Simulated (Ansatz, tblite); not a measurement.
ZnBrF: GFN2-xTB, run from Python

These are simulated results from tblite 0.8.0, not measurements. The cell was built from a prototype and was relaxed with r2SCAN in plane waves (Ansatz 0.2.0). It may be hypothetical. It is a single sheet, repeated along a and b, with vacuum along c. All runs are without spin polarisation.

In-plane lattice: a = 3.479 Å, b = 3.479 Å, γ = 120.0°; thickness between the outer nuclei 2.40 Å. Around Zn lie 3 F at 2.18 Å and 3 Br at 2.53 Å; around F lie 3 Zn at 2.18 Å; around Br lie 3 Zn at 2.53 Å.

tblite solves periodic systems at the zone centre alone, so the script builds a cluster of 3×3×1 conventional cells (27 atoms), which folds in a coarse mesh of k points.

Input script:

```python
import json
from ase import Atoms
from ase.build import make_supercell
from ase.units import Bohr, GPa, Hartree
from tblite.interface import Calculator

atoms = Atoms(['Zn', 'F', 'Br'],
              cell=[[3.479188, -0.0, -0.0], [-1.739594, 3.013065, 0.0], [-0.0, 0.0, 28.59391]],
              scaled_positions=[[-0.0, -0.0, 0.322756], [0.333333, 0.666667, 0.352745], [0.666667, 0.333333, 0.268756]],
              pbc=True)
cluster = make_supercell(atoms, [[3, 0, 0], [0, 3, 0], [0, 0, 1]])
calc = Calculator('GFN2-xTB', cluster.numbers, cluster.positions / Bohr, lattice=cluster.cell[:] / Bohr, periodic=cluster.pbc)
calc.set('temperature', 0.02 / Hartree)
calc.set('max-iter', 150)
res = calc.singlepoint()
levels = res.get('orbital-energies') * Hartree
nv = round(res.get('orbital-occupations').sum() / 2)
cells = len(cluster) // len(atoms)
out = {'energy_per_cell': res.get('energy') * Hartree / cells, 'homo': levels[nv - 1], 'lumo': levels[nv],
       'stress': (-res.get('virial') * Hartree / cluster.get_volume() / GPa).tolist(), 'charges': res.get('charges')[:len(atoms)].tolist(), 'electrons': 2 * nv / cells}
json.dump(out, open('results.json', 'w'))
for key, value in out.items():
    print(key, value)
```

Command: `python run.py`. It took 1 s on 1 thread of Arm Neoverse V1 (shared host), peak memory 0.092 GiB.

The log:

```
------------------------------------------------------------
  cycle        total energy    energy error   density error
------------------------------------------------------------
      1     -79.78703401246  -7.9801268E+01   4.1664422E-01
      2     -84.72145604216  -4.9344220E+00   7.4357550E-01
      3     -85.00818795616  -2.8673191E-01   6.8226714E-01
      4     -83.64261409935   1.3655739E+00   3.9787019E-01
      5     -85.51947524434  -1.8768611E+00   7.0205446E-02
      6     -85.54949302162  -3.0017777E-02   1.5989042E-02
      7     -85.55215871186  -2.6656902E-03   5.6681206E-03
      8     -85.55019663139   1.9620805E-03   1.3592318E-02
      9     -85.55220382597  -2.0071946E-03   1.9316186E-03
     10     -85.55216200008   4.1825886E-05   2.7566525E-03
     11     -85.55224246448  -8.0464399E-05   6.4723158E-04
     12     -85.55224616412  -3.6996340E-06   2.2112668E-04
     13     -85.55224646955  -3.0543289E-07   1.2963898E-04
     14     -85.55224663618  -1.6663040E-07   2.7414975E-05
     15     -85.55224664394  -7.7575493E-09   3.3385090E-06
------------------------------------------------------------

 total:                                   0.408 sec
energy_per_cell -258.666134297783
homo -13.506560426747352
lumo -9.295664895921322
stress [[1.330479250087508, -1.7131443732596242e-06, 4.560690696323708e-06], [-1.7131443732672062e-06, 1.3304781763878728, -2.5728069509674795e-06], [4.560690696332888e-06, -2.5728069509476187e-06, 0.03717395582142073]]
charges [0.34403393720691855, -0.304100484768713, -0.03993696357740721]
electrons 16.0
```

The cycle table is in hartree for the whole cluster, and the lines after it are in eV (the energy for one cell). The printed stress is in GPa and positive in compression, and the pressure is its mean diagonal, here averaged over the vacuum too.

GFN2-xTB gives a gap of 4.21 eV. On the same cell, plane-wave PBE (Ansatz, 12×12×1 k points and the special points) gives a gap of 2.39 eV and r2SCAN a gap of 2.94 eV; on shared hosts these took about 16 and 40 core-seconds on the 3-atom cell, against 1 for the script. Semilocal gaps usually lie below measured ones. xTB was fitted to molecules, so gaps, charges and pressures of solids can be far off, and the gap also depends on the size of the cluster.

xTB was fitted mostly to molecules, and a small cluster samples few k points, so gaps, pressures and kinks along a curve can be far from a solid's.

Spin-orbit coupling is left out.
